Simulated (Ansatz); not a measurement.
# C2H7BF2: the cost of one run

Method: RKS PBE0/def2-SVP, in Ansatz 0.2.0.

**1. The system as given**

Bond lengths: B1–C2 1.852 Å, C2–C3 1.530 Å, B1–F4 1.337 Å, B1–F5 1.336 Å, B1–H6 1.271 Å, C2–H8 1.093 Å, C2–H9 1.092 Å, C3–H10 1.091 Å, C3–H11 1.088 Å, C3–H12 1.087 Å. Angles (14 of 18 angles, heavy atoms first): B1–C2–C3 115.3°, C2–B1–F4 113.4°, C2–B1–F5 113.7°, F4–B1–F5 119.6°, B1–C2–H8 102.6°, B1–C2–H9 112.4°, C3–C2–H8 107.9°, C3–C2–H9 111.8°, C2–B1–H6 49.4°, F4–B1–H6 118.6°, F5–B1–H6 120.4°, C2–C3–H10 112.1°, C2–C3–H11 110.6°, C2–C3–H12 110.1°.

As a file:

```xyz
12

B    -0.8900    1.1709    0.0862
C     0.2614   -0.0747   -0.6582
C     0.5371   -1.3072    0.2051
F    -0.9672    2.3084   -0.6131
F    -2.0011    0.6364    0.6005
H     0.2534    0.7689    0.4688
H     0.0926    1.3912    1.2184
H    -0.2828   -0.4020   -1.5479
H     1.1851    0.3786   -1.0239
H     1.1554   -1.0702    1.0719
H     1.0545   -2.0712   -0.3723
H    -0.3984   -1.7293    0.5645
```

**2. A restrained relaxation towards end A**

Springs on the bonds that form and break draw the guess towards this end; the thresholds are loose.

Input file input.yaml:

```yaml
crystal:
  periodic: [false, false, false]
  atoms:
    - { symbol: B, position_ang: [-0.89, 1.1709, 0.0862] }
    - { symbol: C, position_ang: [0.2614, -0.0747, -0.6582] }
    - { symbol: C, position_ang: [0.5371, -1.3072, 0.2051] }
    - { symbol: F, position_ang: [-0.9672, 2.3084, -0.6131] }
    - { symbol: F, position_ang: [-2.0011, 0.6364, 0.6005] }
    - { symbol: H, position_ang: [0.2534, 0.7689, 0.4688] }
    - { symbol: H, position_ang: [0.0926, 1.3912, 1.2184] }
    - { symbol: H, position_ang: [-0.2828, -0.402, -1.5479] }
    - { symbol: H, position_ang: [1.1851, 0.3786, -1.0239] }
    - { symbol: H, position_ang: [1.1554, -1.0702, 1.0719] }
    - { symbol: H, position_ang: [1.0545, -2.0712, -0.3723] }
    - { symbol: H, position_ang: [-0.3984, -1.7293, 0.5645] }
basis:
  gaussian: { orbitals: def2-SVP }
hamiltonian:
  xc: pbe0
relax:
  f_tol: 0.15
  max_steps: 25
  restrain:
    - { distance: [0, 6], at: 2.45, k: 30.0 }
    - { distance: [5, 1], at: 2.37, k: 30.0 }
    - { distance: [0, 1], at: 1.6, k: 30.0 }
    - { distance: [5, 6], at: 0.62, k: 30.0 }
output:
  orbitals: {}
```

Started as:

```bash
ansatz run input.yaml --threads 2 --pin off --max-ram 3072MiB --backend cpu --events-out ev --progress --plain --runs-dir out
```

What time and memory should one allow on 2 threads of Arm Neoverse V1, shared host?

About 26 s, with a peak of 0.22 GiB.
